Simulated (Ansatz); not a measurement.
This was printed by a script on the Ansatz DFT code, driven from Python, for a band structure of Sr2H6Os, space group Fm-3m. What did the script look like? Use: LDA, PAW, the default cutoff (420 eV here), 5×5×5 k-points, cold smearing of 0.1 eV.

```
Sr H Os
1.0
     0.00000    3.81228    3.81228
     3.81228    0.00000    3.81228
     3.81228    3.81228    0.00000
Sr H Os
2 6 1
Direct
  0.75000 0.75000 0.75000
  0.25000 0.25000 0.25000
  0.77385 0.77385 0.22615
  0.22615 0.77385 0.22615
  0.77385 0.22615 0.22615
  0.22615 0.22615 0.77385
  0.77385 0.22615 0.77385
  0.22615 0.77385 0.77385
  0.00000 0.00000 0.00000
```

```console
$ python bands.py
  iteration   1  Harris-Foulkes -18106.57493 eV  residual 1.15e-01
  iteration   2  Harris-Foulkes -18106.55502 eV  residual 3.85e-02
  iteration   3  Harris-Foulkes -18106.54710 eV  residual 1.15e-02
  iteration   4  Harris-Foulkes -18106.54325 eV  residual 4.33e-04
  iteration   5  Harris-Foulkes -18106.54329 eV  residual 2.82e-04
  iteration   6  Harris-Foulkes -18106.54325 eV  residual 4.04e-06
  iteration   7  Harris-Foulkes -18106.54324 eV  residual 1.53e-06
  iteration   8  Harris-Foulkes -18106.54324 eV  residual 1.90e-07
  iteration   9  Harris-Foulkes -18106.54324 eV  residual 1.92e-09
Sr2H6Os: -18106.543244 eV = -1330.806394 Ry = -665.403197 Ha
Fermi level 8.0109 eV, 10 k-points, 48 symmetry operations
channel 0 - computed levels within 6 eV of the Fermi level
  K    -5.681  -5.168  -4.074  -3.575  -2.809  -1.683  -1.393  -1.383   1.242   2.403   2.903   2.991   4.022   4.444   5.409   5.579
  G    -5.344  -5.344  -3.630  -3.630  -3.630  -1.292  -1.292  -1.292   2.526   2.669   2.669   5.980   5.980   5.980
  L    -5.355  -5.355  -4.645  -2.888  -2.888  -1.688  -1.390  -1.390   2.559   2.740   2.740   3.460   3.460   3.932   4.611   4.611
  W    -5.665  -5.200  -3.793  -3.793  -2.960  -1.522  -1.522  -1.346   1.305   2.598   2.598   2.980   4.321   4.321   5.057   5.614   5.614
  X    -5.799  -5.029  -4.378  -2.912  -2.912  -2.022  -1.359  -1.359   0.967   1.980   3.057   3.386   3.386   5.238   5.238   5.786   5.961
```

The script that was run (others could print the same):

The script, `bands.py`:
```python
"""Bands of Sr2H6Os along a path through the zone."""

import warnings

import ansatz as az
import numpy as np

warnings.simplefilter("ignore", az.DeckWarning)

lattice = az.Lattice.of(
    [0.0, 3.81228, 3.81228],
    [3.81228, 0.0, 3.81228],
    [3.81228, 3.81228, 0.0],
)
sites = [
    ("Sr", [0.75, 0.75, 0.75]),
    ("Sr", [0.25, 0.25, 0.25]),
    ("H", [0.77385, 0.77385, 0.22615]),
    ("H", [0.22615, 0.77385, 0.22615]),
    ("H", [0.77385, 0.22615, 0.22615]),
    ("H", [0.22615, 0.22615, 0.77385]),
    ("H", [0.77385, 0.22615, 0.77385]),
    ("H", [0.22615, 0.77385, 0.77385]),
    ("Os", [0.0, 0.0, 0.0]),
]
sr2h6os = az.Crystal(lattice=lattice)
for symbol, position in sites:
    sr2h6os = sr2h6os.atom(symbol, position)

# vertices of the path, as fractions of the reciprocal vectors
path = [
    ("K", (0.375, 0.375, 0.75)),
    ("G", (0.0, 0.0, 0.0)),
    ("L", (0.5, 0.5, 0.5)),
    ("W", (0.5, 0.25, 0.75)),
    ("X", (0.5, 0.0, 0.5)),
]
calculation = (
    sr2h6os.calculation()
    .pseudopotentials("paw")
    .functional("lda")
    .scf(max_iterations=150)
    .kpoints(5, center="monkhorst-pack")
    .occupations("cold")
    .mixing("broyden", ndim=6, beta=0.4)
    .band_structure([point for _, point in path], intervals=10)
    .scf(extra_bands=10)
)
def show(event):
    row = event["data"]
    if event["event"] == "scf_iter" and row.get("harris_foulkes_ev") is not None:
        print(f"  iteration {row['iter']:3d}  Harris-Foulkes {row['harris_foulkes_ev']:.5f} eV  residual {row['dr2_ev']:.2e}")


out = calculation.session().plan().execute(on_event=show)
report = out.report

energy = report["free_energy_ev"]
print("Sr2H6Os: {:.6f} eV = {:.6f} Ry = {:.6f} Ha".format(energy, energy / 13.605693, energy / 27.211386))
print("Fermi level {:.4f} eV, {} k-points, {} symmetry operations".format(report["fermi_energy_ev"], report["n_kpoints"], report["n_symmetry_ops"]))

bands = out.band_structure()
fermi = bands.fermi_energy_ev
for spin, channel in enumerate(bands.channels):
    print("channel", spin, "- computed levels within 6 eV of the Fermi level")
    for i, (label, _) in enumerate(path):
        levels = channel.eigenvalues_ev[i * 10] - fermi
        print(f"  {label:3s}", " ".join(f"{e:7.3f}" for e in levels if abs(e) < 6))
```

The settings weren't tested for convergence. An absolute Fermi energy rests on an arbitrary zero of the periodic potential and has no direct meaning. An opening on this mesh may only mean that it misses a point where bands touch. The structure comes from a database of computed cells and needn't be a stable or known phase. Levels are Kohn-Sham eigenvalues on this mesh, without spin-orbit coupling. Timing: 5.6 s on 1 thread of Arm Neoverse V2, with other jobs on the host, peak memory 0.4 GiB.

(Lines on the test bed's own set-up are left out of the output.)
